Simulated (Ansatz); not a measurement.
# AlBH5NO: how energies converge with the basis set

How large a basis does AlBH5NO need? Two functionals are run in growing sets.

Program: Ansatz 0.2.0, Gaussian basis. Level of theory: one geometry, several basis sets. These are calculated values, not measurements.

The runs, in order: PBE0-D4/def2-SVP; ωB97M-V/def2-SVP; PBE0-D4/def2-QZVPP; ωB97M-V/def2-QZVPP; the functionals' def2-TZVPP values are taken from earlier runs.

## Step 1: The geometry

An earlier PBE0-D4 in a triple-zeta def2 set relaxation fixed the geometry.

SMILES `B[O][AlH][NH2]`, 9 atoms, charge 0, spin multiplicity 1.

Atoms are counted from 1 here; the program's logs count them from 0.

Bond lengths: B1–O2 1.331 Å, B1–H5 1.206 Å, B1–H6 1.206 Å, O2–Al3 1.686 Å, Al3–N4 1.758 Å, Al3–H7 1.570 Å, N4–H8 1.007 Å, N4–H9 1.007 Å. Angles: O2–B1–H5 119.7°, O2–B1–H6 119.7°, H5–B1–H6 120.6°, B1–O2–Al3 179.3°, O2–Al3–N4 118.1°, O2–Al3–H7 119.7°, N4–Al3–H7 122.2°, Al3–N4–H8 125.5°, Al3–N4–H9 124.0°, H8–N4–H9 110.5°.

## Step 2: PBE0-D4 in def2-SVP

File in.yaml:

```yaml
crystal:
  periodic: [false, false, false]
  atoms:
    - {symbol: B, position_ang: [-1.965254, 0.694372, 0.564683]}
    - {symbol: O, position_ang: [-0.698374, 0.292745, 0.495386]}
    - {symbol: Al, position_ang: [0.906805, -0.220068, 0.427122]}
    - {symbol: N, position_ang: [1.570040, -0.660516, -1.140749]}
    - {symbol: H, position_ang: [-2.227901, 1.865724, 0.451985]}
    - {symbol: H, position_ang: [-2.840762, -0.116433, 0.737597]}
    - {symbol: H, position_ang: [1.757401, -0.290211, 1.745436]}
    - {symbol: H, position_ang: [1.071665, -0.635209, -2.015170]}
    - {symbol: H, position_ang: [2.515081, -0.976803, -1.283490]}
basis:
  gaussian: {orbitals: def2-SVP}
hamiltonian: {xc: pbe0, dispersion: d4}
output: {orbitals: {seedname: orbitals}}
```

Started as:

```bash
ansatz run in.yaml --threads 2 --pin off --events-out ev --progress --plain --max-ram 4352MiB
```

What it wrote:

```text
Functional definition: PBE0
  name "PBE0"
  cite "Adamo & Barone, J. Chem. Phys. 110, 6158 (1999) doi:10.1063/1.478522"
  cite "Perdew, Burke & Ernzerhof, Phys. Rev. Lett. 77, 3865 (1996) doi:10.1103/PhysRevLett.77.3865"
  parent pbe
  parameter a = 0.25
  parameter kappa = 0.804
  parameter beta = 0.06672455060314922
  exchange = (1 - a)*pbe_x(kappa = kappa, mu = beta*pi^2/3) + a*exact_x
  correlation = pbe_c(beta = beta)
985 factors; their error is unknown
mean field evaluation 1: about -10871.9169 eV, gradient 6.9e1 eV
mean field evaluation 2: about -10855.3640 eV, gradient 1.1e2 eV
mean field evaluation 4: about -10881.1672 eV, gradient 3.8e0 eV
mean field evaluation 8: about -10881.1982 eV, gradient 3.2e-2 eV
mean field evaluation 16: about -10881.2952 eV, gradient 4.0e-5 eV
mean field -10881.29516190 eV, -399.8802215930 hartree, gradient 4.0e-5 eV, S^2 0.000000; 0 other end points of the search recorded, 0 dependent functions left out
reference -10881.29519326 eV, -399.8802227455 hartree; 19, 19 occupied and 66, 66 virtual orbitals, 985 factors
Total energy: -10881.40818504 eV, -399.8843751167 hartree
```

It took 1.1 s on 2 threads of Arm Neoverse V1, shared host.

## Step 3: ωB97M-V in def2-SVP

in.yaml: that of step 2 with these lines changed.

```diff
@@ -14,3 +14,3 @@
   gaussian: {orbitals: def2-SVP}
-hamiltonian: {xc: pbe0, dispersion: d4}
+hamiltonian: {xc: {name: wB97M-V}}
 output: {orbitals: {seedname: orbitals}}
```

Same command.

What it wrote, shortened:

```text
Functional definition: wB97M-V
  name "wB97M-V"
  cite "Mardirossian & Head-Gordon, J. Chem. Phys. 144, 214110 (2016) doi:10.1063/1.4952647"
  cite "Becke, J. Chem. Phys. 107, 8554 (1997) doi:10.1063/1.475007"
  cite "Vydrov & Van Voorhis, J. Chem. Phys. 133, 244103 (2010) doi:10.1063/1.3521275"
  # Of w^i u^j: cxij and so on, Table III.
[...]
  gx(w, u) = 1 - cx + cx01*u + cx10*w
  gss(w, u) = css00 + css04*u^4 + css10*w + css20*w^2 + css43*w^4*u^3
  gos(w, u) = cos00 + cos10*w + (cos20 + cos21*u)*w^2 + (cos60 + cos61*u)*w^6
[...]
      + integral(e_c_pw_mod_opposite_spin*gos(b97_w_opposite, b97_u_opposite)) + vv10(b, c)
966 factors; their error is unknown
262 factors; integrals over basis functions are off by at most 1.5e-5 eV
[...]
mean field -10887.26179943 eV, -400.0994914781 hartree, gradient 4.6e-5 eV, S^2 0.000000; 0 other end points of the search recorded, 0 dependent functions left out
reference -10887.26184847 eV, -400.0994932800 hartree; 19, 19 occupied and 66, 66 virtual orbitals, 966 factors
Total energy: -10887.26184847 eV, -400.0994932800 hartree
```

Wall time 4.4 s (2 threads of Arm Neoverse V1, shared host).

## Step 4: PBE0-D4 in def2-QZVPP

in.yaml: that of step 3 with these lines changed.

```diff
@@ -13,4 +13,4 @@
 basis:
-  gaussian: {orbitals: def2-SVP}
-hamiltonian: {xc: {name: wB97M-V}}
+  gaussian: {orbitals: "def2-QZVPP.json"}
+hamiltonian: {xc: pbe0, dispersion: d4}
 output: {orbitals: {seedname: orbitals}}
```

The command is unchanged.

What it wrote:

```text
Functional definition: PBE0
  name "PBE0"
  cite "Adamo & Barone, J. Chem. Phys. 110, 6158 (1999) doi:10.1063/1.478522"
  cite "Perdew, Burke & Ernzerhof, Phys. Rev. Lett. 77, 3865 (1996) doi:10.1103/PhysRevLett.77.3865"
  parent pbe
  parameter a = 0.25
  parameter kappa = 0.804
  parameter beta = 0.06672455060314922
  exchange = (1 - a)*pbe_x(kappa = kappa, mu = beta*pi^2/3) + a*exact_x
  correlation = pbe_c(beta = beta)
1273 factors; their error is unknown
mean field evaluation 1: about -10876.8651 eV, gradient 8.4e1 eV
mean field evaluation 2: about -10851.8821 eV, gradient 1.3e2 eV
mean field evaluation 4: about -10889.1656 eV, gradient 7.6e0 eV
mean field evaluation 8: about -10889.2762 eV, gradient 2.5e-1 eV
mean field -10889.27619836 eV, -400.1735192732 hartree, gradient 2.5e-5 eV, S^2 0.000000; 0 other end points of the search recorded, 0 dependent functions left out
reference -10889.27624308 eV, -400.1735209168 hartree; 19, 19 occupied and 372, 372 virtual orbitals, 1273 factors
Total energy: -10889.38923486 eV, -400.1776732880 hartree
```

It took 7.5 s on 2 threads of Arm Neoverse V1, shared host; peak memory 0.96 GiB.

## Step 5: ωB97M-V in def2-QZVPP

in.yaml: that of step 4 with these lines changed.

```diff
@@ -14,3 +14,3 @@
   gaussian: {orbitals: "def2-QZVPP.json"}
-hamiltonian: {xc: pbe0, dispersion: d4}
+hamiltonian: {xc: {name: wB97M-V}}
 output: {orbitals: {seedname: orbitals}}
```

Same command.

What it wrote, shortened:

```text
Functional definition: wB97M-V
  name "wB97M-V"
  cite "Mardirossian & Head-Gordon, J. Chem. Phys. 144, 214110 (2016) doi:10.1063/1.4952647"
  cite "Becke, J. Chem. Phys. 107, 8554 (1997) doi:10.1063/1.475007"
  cite "Vydrov & Van Voorhis, J. Chem. Phys. 133, 244103 (2010) doi:10.1063/1.3521275"
  # Of w^i u^j: cxij and so on, Table III.
[...]
  gx(w, u) = 1 - cx + cx01*u + cx10*w
  gss(w, u) = css00 + css04*u^4 + css10*w + css20*w^2 + css43*w^4*u^3
  gos(w, u) = cos00 + cos10*w + (cos20 + cos21*u)*w^2 + (cos60 + cos61*u)*w^6
[...]
      + integral(e_c_pw_mod_opposite_spin*gos(b97_w_opposite, b97_u_opposite)) + vv10(b, c)
1230 factors; their error is unknown
359 factors; integrals over basis functions are off by at most 1.6e-5 eV
[...]
mean field -10895.38354893 eV, -400.3979602671 hartree, gradient 6.1e-5 eV, S^2 0.000000; 0 other end points of the search recorded, 0 dependent functions left out
reference -10895.38362236 eV, -400.3979629653 hartree; 19, 19 occupied and 372, 372 virtual orbitals, 1230 factors
Total energy: -10895.38362236 eV, -400.3979629653 hartree
```

Run time: 21 s. Hardware: 2 threads of Arm Neoverse V1, shared host; peak memory 1.1 GiB.

## Step 6: Functionals by basis

The def2-TZVPP values come from earlier runs at the same geometry.

| functional | basis | functions | energy (eV) | from the largest (eV) | HOMO (eV) | LUMO (eV) |
| --- | --- | --- | --- | --- | --- | --- |
| PBE0-D4 | def2-SVP | 85 | -10881.4082 | 7.981 | -7.38 | -0.03 |
| PBE0-D4 | def2-TZVPP | 205 | -10888.9001 | 0.489 | -7.53 | -0.27 |
| PBE0-D4 | def2-QZVPP | 391 | -10889.3892 | 0.000 | -7.56 | -0.34 |
| ωB97M-V | def2-SVP | 85 | -10887.2618 | 8.122 | -9.71 | 1.84 |
| ωB97M-V | def2-TZVPP | 205 | -10894.9219 | 0.462 | -9.89 | 1.43 |
| ωB97M-V | def2-QZVPP | 391 | -10895.3836 | 0.000 | -9.93 | 0.96 |

## Step 7: Results

| quantity | value |
| --- | --- |
| PBE0-D4: double and triple zeta above quadruple | 7.98, 0.49 eV |
| ωB97M-V: double and triple zeta above quadruple | 8.12, 0.46 eV |

**Reading.** PBE0-D4 gains 7.49 eV from double to triple zeta, then 0.49 eV more. These are total energies; as a rule much of such shifts cancels in differences, which this series doesn't test. The LUMO of ωB97M-V is positive and keeps falling with the basis (1.84 to 0.96 eV): an unbound level that the basis holds in place.

For PBE0-D4 the largest set took about 7 times as long as the smallest (7.5 s against 1.1 s).
